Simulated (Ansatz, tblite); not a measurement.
# The cluster Cu₄Te₂+: which isomer is lowest

An exercise on one series of results from a longer session: the logs are not shown, and one member is left open.

The runs use Ansatz 0.2.0, Gaussian basis; relaxed with PBE-D4/def2-SVP, doublet.

18 further runs of the same task are left out: 9 that didn't finish, 9 set aside as unsound or not needed. Runs told in other sessions of the task aren't counted.

## Starting geometry

6 atoms, charge 1, spin multiplicity 2.

Atoms are counted from 1 here; the program's logs count them from 0.

Bond lengths: Cu1–Te6 2.447 Å, Cu2–Te5 2.503 Å, Cu2–Te6 2.624 Å, Cu3–Te5 2.501 Å, Cu3–Te6 2.625 Å, Cu4–Te5 2.506 Å, Cu4–Te6 2.557 Å. Angles: Te5–Cu2–Te6 109.7°, Te5–Cu3–Te6 109.7°, Te5–Cu4–Te6 111.8°, Cu2–Te5–Cu3 61.2°, Cu2–Te5–Cu4 60.1°, Cu3–Te5–Cu4 60.3°, Cu1–Te6–Cu2 58.3°, Cu1–Te6–Cu3 58.2°, Cu1–Te6–Cu4 105.7°, Cu2–Te6–Cu3 58.0°, Cu2–Te6–Cu4 57.9°, Cu3–Te6–Cu4 58.0°.

As a file:

```xyz
6
Cu4Te2
Cu   -1.6986    0.9081   -1.1480
Cu   -0.9754   -0.7555    0.5379
Cu    0.6726    0.2068   -1.1470
Cu    1.3239   -0.0662    1.2652
Te    1.0181   -2.0798   -0.1957
Te   -0.3406    1.7866    0.6877
```

Te takes a core potential in the def2 sets. No spin-orbit coupling is included. The ion is computed in the gas phase, without counter-ions or solvent.

A search from random starts with GFN1-xTB found 8 distinct shapes; 3 go on here. The structure above is candidate A, which lies 0.00 eV above the lowest at that level; B lies 0.14 eV above the lowest at that level; C lies 0.65 eV above the lowest at that level.

Set-up of the first run:

in.yaml reads:

```yaml
crystal:
  periodic: [false, false, false]
  atoms:
    - {symbol: Cu, position_ang: [-1.698630, 0.908130, -1.148030]}
    - {symbol: Cu, position_ang: [-0.975350, -0.755490, 0.537870]}
    - {symbol: Cu, position_ang: [0.672580, 0.206760, -1.147010]}
    - {symbol: Cu, position_ang: [1.323870, -0.066190, 1.265170]}
    - {symbol: Te, position_ang: [1.018070, -2.079810, -0.195710]}
    - {symbol: Te, position_ang: [-0.340550, 1.786610, 0.687710]}
basis:
  gaussian: {orbitals: def2-SVP}
total_charge: 1
magnetization: {spin_polarized: true, initial_magnetization: 1}
hamiltonian: {xc: pbe, dispersion: d4}
scf: {lower_state_search: "off"}
output: {orbitals: {seedname: orbitals}}
relax: {f_tol: 0.02, max_steps: 100}
```

Started as:

```bash
$ ansatz run in.yaml --threads 4 --pin off --events-out ev --progress --plain --max-ram 4787MiB
```

Steps of the session up to this table: Relaxing candidate A; Relaxing candidate B; Relaxing candidate C; Candidate B, PBE0-D4/def2-SVP; Candidate B, PBE-D4/def2-SVP; Candidate B, r2SCAN-D4/def2-SVP; Candidate B, CAM-B3LYP-D4/def2-SVP; Candidate B, MP2/def2-TZVP; Candidate C, PBE0-D4/def2-SVP; Candidate C, PBE-D4/def2-SVP; Candidate C, r2SCAN-D4/def2-SVP; Candidate C, CAM-B3LYP-D4/def2-SVP; Candidate C, MP2/def2-TZVP.

One of the session's tables, all rows but one given; the rest of the session is left out.

It belongs to the step «C against A». 

```
                level  C above A (kcal/mol)
             GFN1-xTB                 +10.6
             GFN2-xTB                  +6.4
         HF/def2-TZVP                 +28.6
      PBE-D4/def2-SVP                  +7.5
   r2SCAN-D4/def2-SVP                  +9.1
     PBE0-D4/def2-SVP                 +14.5
CAM-B3LYP-D4/def2-SVP                     ?
        MP2/def2-TZVP                 +15.6
```

Q: Estimate the row for CAM-B3LYP-D4/def2-SVP from the others.

As computed: C above A (kcal/mol): +14.3. In the column «C above A (kcal/mol)» it lies between GFN1-xTB (+10.6) and PBE0-D4/def2-SVP (+14.5).

Limits of these values: A random search of this size may have missed the true lowest shape. Only doublets are compared; another spin may lie lower and prefer another shape.
